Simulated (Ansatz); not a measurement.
# TiCl+ (quintet): wave-function methods side by side, def2-QZVPP

One table from this session's results is given with a row withheld; the runs are named, their logs left out.

The runs use Ansatz 0.2.0, Gaussian basis; def2-QZVPP, core rule «outside noble gas», up to 14 orbitals frozen.

The runs, in order: UHF; ROHF; CCSD(T) on UHF.

## The geometry

The geometry is a PBE0/def2-TZVP stationary point (not a proven minimum).

2 atoms, charge 1, spin multiplicity 5.

Atoms are counted from 1 here; the program's logs count them from 0.

Bond lengths: Ti1–Cl2 2.611 Å.

The first run:

Input file in.yaml:

```yaml
crystal:
  periodic: [false, false, false]
  atoms:
    - {symbol: Ti, position_ang: [0.000000, 0.000000, 0.000000]}
    - {symbol: Cl, position_ang: [0.000000, 0.000000, 2.611200]}
basis:
  gaussian: {orbitals: "def2-QZVPP.json"}
total_charge: 1
magnetization: {spin_polarized: true, initial_magnetization: 4}
hamiltonian: {xc: hf}
output: {orbitals: {seedname: orbitals}}
```

The run is started by

```sh
> ansatz run in.yaml --threads 1 --pin off --events-out ev --progress --plain --max-ram 4096MiB --backend cpu
```

Among the steps run: UHF; ROHF; CCSD(T) on UHF.

One table of the session follows, with a row left open; its other results are not shown here.

```
  method  from UCCSD(T) (kcal/mol)
    ROHF                   +152.78
     UHF                   +145.86
    UMP2                         ?
   UCCSD                     +5.33
UCCSD(T)                         0
```

Estimate the missing values for UMP2.

**Answer.** from UCCSD(T) (kcal/mol): +23.29. In the column «from UCCSD(T) (kcal/mol)» it lies between UCCSD (+5.33) and UHF (+145.86).
